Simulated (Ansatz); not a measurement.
# VF2 (fluorite): equation of state and elastic constants

Aim: the bulk modulus of VF2 (fluorite) from energies at several volumes around the relaxed one, then the elastic tensor. This structure was made by substitution into a known type, so it needn't be the compound's stable form.

Computed with Ansatz 0.2.0 (DFT PBEsol, scalar-relativistic, plane waves, PAW, unless a step's input says otherwise).

### 1 Starting point

The structure is cubic, space group Fm-3m (No. 225). Conventional cell: a = 5.089 Å, b = 5.089 Å, c = 5.089 Å, α = 90.00°, β = 90.00°, γ = 90.00°. V (site symmetry m-3m) has 8 F at 2.20 Å as nearest neighbours. F (site symmetry -43m) is surrounded by 4 V at 2.20 Å.

Coordinates:

```cif
data_structure
_symmetry_space_group_name_H-M 'P 1'
_symmetry_Int_Tables_number 1
_cell_length_a 3.5984
_cell_length_b 3.5984
_cell_length_c 3.5984
_cell_angle_alpha 60.000
_cell_angle_beta 60.000
_cell_angle_gamma 60.000
_cell_volume 32.95
loop_
_atom_site_label
_atom_site_type_symbol
_atom_site_fract_x
_atom_site_fract_y
_atom_site_fract_z
_atom_site_occupancy
V1 V 0.00000 0.00000 0.00000 1
F1 F 0.25000 0.25000 0.25000 1
F2 F 0.75000 0.75000 0.75000 1
```

An earlier run at PBEsol left this cell at 10.982 Å³/atom and 0.00 GPa (10×10×10 mesh).

Volume factors to run: 0.980, 1.020, 0.960, 1.040.

### 2 Scaling the volume by 0.980

The input, input.yaml:

```yaml
crystal:
  lattice:
    - [0.0, 2.527360178, 2.527360178]
    - [2.527360178, 0.0, 2.527360178]
    - [2.527360178, 2.527360178, 0.0]
  atoms:
    - { symbol: V, position: [0.0, 0.0, 0.0], spin: 2.61 }
    - { symbol: F, position: [0.25, 0.25, 0.25] }
    - { symbol: F, position: [0.75, 0.75, 0.75] }
basis:
  ecutwfc: 420
  ecutrho_ratio: 4
kpoints:
  mp_grid: { grid: [10, 10, 10] }
hamiltonian:
  xc: pbesol
scf:
  occupations: { method: gaussian, width: 0.05 }
output:
  forces: true
  stress: true
  eigenvalues: true
  populations: true
magnetization:
  spin_polarized: true
```

Started as:

```console
$ ansatz run input.yaml --threads 4 --pin off --max-ram 4096MiB --backend cpu --events-out ev --progress --plain --runs-dir out
```

After this run come: Volume × 1.020; Volume × 0.960; Scaling the volume by 1.040; The elastic tensor from strained cells.

What does the calculation give? Wanted: V0; B0; B0′; scatter of the fit; C11, C12, C44.

The runs gave:

| quantity | value |
| --- | --- |
| V0 | 10.981 Å³/atom |
| B0 | 126 GPa |
| B0′ | 4.7 |
| scatter of the fit | 0.006 meV/atom |
| C11, C12, C44 | 197, 90, -43 GPa |

**Reading.** A third-order Birch–Murnaghan fit puts the minimum at 10.98 Å³/atom with a bulk modulus of 126 GPa. One per cent of compression takes about 1.3 GPa. The moment on atom 1 grows from 2.35 to 2.40 μB on expansion. The tensor has a negative eigenvalue (-43 GPa), so the cell is mechanically unstable at this level. These are values at 0 K without zero-point motion.
